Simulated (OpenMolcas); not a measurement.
**Pt³⁺ among point charges: CASSCF and CASPT2 levels and susceptibility**

How does a field of 6 point charges split the states of Pt³⁺, and what χT follows?

The numbers are computed with OpenMolcas 26.06 (state-averaged CASSCF and CASPT2, spin-orbit coupling by RASSI with atomic mean-field integrals), except any that are marked as measured or tabulated.

## Step 1: The system

| Item | Value |
| --- | --- |
| Species | Pt³⁺ (platinum, Z = 78, 75 electrons) |
| Basis | ANO-RCC-VTZP [8s7p5d3f1g], 84 functions |
| Scalar Hamiltonian | DKH2, point nucleus |
| Inactive shells | 1s 2s 2p 3s 3p 3d 4s 4p 4d 4f 5s 5p |
| Active space | 7 electrons in 5 orbitals (5d) |
| Some configurations of this space | 5d⁷ |
| Orbitals | optimised for each spin and parity, averaged over all roots |

Outer shells as boxes (Hund's rule):

5d7
```
5d [↑↓][↑↓][↑ ][↑ ][↑ ]
```

The ion sits among 6 point charges of -1.7 e arranged as an octahedron (Oh), 1.85 Å from the ion.

Each step is its own input file, run in one work folder so that later steps find the files of earlier ones. Labels, J, g values, rates, χT and fits are worked out afterwards by a script from the matrices that RASSI stores. The input lists half of the charges; inversion (Group=XYZ) makes the rest.

## Step 2: GATEWAY and SEWARD: basis and integrals

File a.inp:

```
&GATEWAY
Coord
1

Pt 0.0 0.0 0.0
Basis=ANO-RCC-VTZP
Group=XYZ
NoMove
AngMom=0.0 0.0 0.0
AMFI
XField
3 Angstrom 0
1.850000 0.000000 0.000000 -1.700000
0.000000 1.850000 0.000000 -1.700000
0.000000 0.000000 1.850000 -1.700000
&SEWARD
```

Launch:

```console
$ OMP_NUM_THREADS=1 MOLCAS_MEM=1689 MOLCAS_PROJECT=a pymolcas a.inp > a.log
```

## Step 3: CASSCF: quartets of even parity, 10 roots

File a.inp:

```
&RASSCF
FileOrb=start.orb
Symmetry=1
Spin=4
nActEl=7 0 0
Inactive=15 19
Ras2=5 0
CIRoot=10 10 1
SDav=10
CIMx=300
Iter=120 100
PrWF=0.3
OrbListing=Nothing
MaxOrb=0
>>> COPY $Project.JobIph JOB001
```

start.orb holds the contracted functions of the basis, ordered by shell, or the orbitals of the step before.

## Step 4: CASSCF: doublets of even parity, 40 roots

File a.inp:

```
&RASSCF
FileOrb=start.orb
Symmetry=1
Spin=2
nActEl=7 0 0
Inactive=15 19
Ras2=5 0
CIRoot=40 40 1
SDav=40
CIMx=300
Iter=120 100
PrWF=0.3
OrbListing=Nothing
MaxOrb=0
>>> COPY $Project.JobIph JOB002
```

## Step 5: State interaction with spin-orbit coupling

File a.inp:

```
&RASSI
NrOfJobIphs=2 10 40
1 2 3 4 5 6 7 8 9 10
1 2 3 4 5 6 7 8 9 10 11 12 13 14 15 16 17 18 19 20 21 22 23 24 25 26 27
28 29 30 31 32 33 34 35 36 37 38 39 40
IphNames
JOB001
JOB002
EJob
SpinOrbit
DIPRint=1.0
SOCoupling=1000.0
Subsets=2
Property=9
'ANGMOM' 1 'ANGMOM' 2 'ANGMOM' 3 'MLTPL  1' 1 'MLTPL  1' 2 'MLTPL  1' 3
'AMFI' 1 'AMFI' 2 'AMFI' 3
SOProperty=3
'ANGMOM' 1 'ANGMOM' 2 'ANGMOM' 3
```

## Step 6: CASPT2: IPEA 0.25, imaginary shift 0.1 (closed shells correlated: 5s 5p)

File a.inp:

```
>>> COPY JOB001 $Project.JobIph
&CASPT2
Multistate=10 1 2 3 4 5 6 7 8 9 10
NoMult
Frozen=14 16
IPEA=0.25
Imaginary=0.1
MaxIter=60
WThr=0.0 0.3 0.05
PrWF=0.5
NoMix
>>> COPY JOB002 $Project.JobIph
&CASPT2
Multistate=40 1 2 3 4 5 6 7 8 9 10 11 12 13 14 15 16 17 18 19 20 21 22
23 24 25 26 27 28 29 30 31 32 33 34 35 36 37 38 39 40
NoMult
Frozen=14 16
IPEA=0.25
Imaginary=0.1
MaxIter=60
WThr=0.0 0.3 0.05
PrWF=0.5
NoMix
```

(Steps that only read results are left out.)

Before running it: what results should come out? Wanted: spin-free ground state; first state of the same spin within the active space; lowest level; next level.

**Answer**, as computed:

| quantity | value |
| --- | --- |
| method | SS-CASPT2, IPEA 0.25, imaginary shift 0.1 (closed shells correlated: 5s 5p) |
| spin-free ground state | 4T1, 3-fold in its orbital part |
| first state of the same spin within the active space | 4T2 at 12200 cm⁻¹ |
| lowest level | 2-fold Γ6, g = 4.79, 4.79, 4.79 |
| next level | 616.3 cm⁻¹ |
| χT at 300 K | 3.25 cm³ K/mol |
| effective moment at 300 K | 5.10 μB |

Cost by method:

| method | time of its own steps | time with the reference |
| --- | --- | --- |
| A. CASSCF | 9.6 s | 9.6 s |
| B. SS-CASPT2, IPEA 0.25, imaginary shift 0.1, +5s 5p | 7.5 s | 17 s |

Times are of one thread on a shared host.

The spin-free ground state (4T1) comes to 95 % from free-ion F terms and keeps the highest spin of the shell. χT at 300 K is 3.25, against 1.88 cm³ K/mol for the spin alone, so orbital moment adds to it. An active space of the d shell alone favours high spin; real ions in strong fields can be low spin. A ligand-field fit to the states below 45000 cm-1 gives 10Dq = 12673 cm-1, B = 639 cm-1 and C = 3510 cm-1 (C/B = 5.50), with a deviation of 431 cm-1. CASPT2 does not keep the components of a term degenerate, and the means are used. The field of point charges can differ much from that of real complexes. With metal d orbitals alone active, the gaps between spin states are rough; where two lie within a few thousand cm-1, their order is open. This is an electrostatic model: the charges have no orbitals.
